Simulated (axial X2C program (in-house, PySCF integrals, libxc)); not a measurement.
# FGaF⁺: bond lengths and stretches, held linear

An exercise on one series of results from a longer session: the logs are not shown, and one member is left open.

Computed with an in-house X2C program for linear molecules on PySCF integrals. Level: all-electron X2C, two-component (2c) or spin-free, F dyall-av3z, Ga dyall-v3z.

All values are calculated.

1 further run of the same task is left out (set aside as unsound or not needed).

Set-up of the first run:

task.json reads:

```json
{"zs": [9, 31, 9], "q": 1, "bas": ["dyall-av3z", "dyall-v3z", "dyall-av3z"], "r0": [1.88, 1.88], "symm": 1, "scan": ["PBE0", "HF", "BHandHLYP"], "levels": ["PBE0", "HF", "PBE"], "nst": 2}
```

Keys: zs atomic numbers; q charge; bas basis sets; r0 starting distance in Å; symm equal bonds; scan levels of the two-bond scan (MP2 follows by itself at each HF point); levels methods; nst determinants followed.

On the command line:

```bash
> python solin.py task.json out
```

Masses F 18.998, Ga 68.926, F 18.998 u.

Among the steps run: Scan at PBE0, 2c; Scan at HF, 2c; Scan at BHandHLYP, 2c.

One table of the session follows, with a row left open; its other results are not shown here.

```
               level  r(F–Ga) (Å)  r(Ga–F) (Å)  lower stretch (cm⁻¹)  upper stretch (cm⁻¹)
            PBE0, 2c        1.653        1.653                 737.3                 935.3
              HF, 2c        1.639        1.639                 790.1                 988.0
       BHandHLYP, 2c            ?            ?                     ?                     ?
             MP2, 2c        1.658        1.658                 737.2                 930.5
     PBE0, spin-free        1.653        1.653                 737.5                 935.4
       HF, spin-free        1.639        1.639                 790.2                 988.1
BHandHLYP, spin-free        1.645        1.645                 760.4                 959.5
      MP2, spin-free        1.658        1.658                 737.3                 930.6
```

Q: Estimate the row for BHandHLYP, 2c from the others.

As computed: r(F–Ga) (Å): 1.645; r(Ga–F) (Å): 1.645; lower stretch (cm⁻¹): 760.2; upper stretch (cm⁻¹): 959.4.

Scans not shown above were run alike.

MP2 freezes inner shells (threshold -2 hartree). The molecule was held linear; bending was not examined, so a bent shape may lie lower.
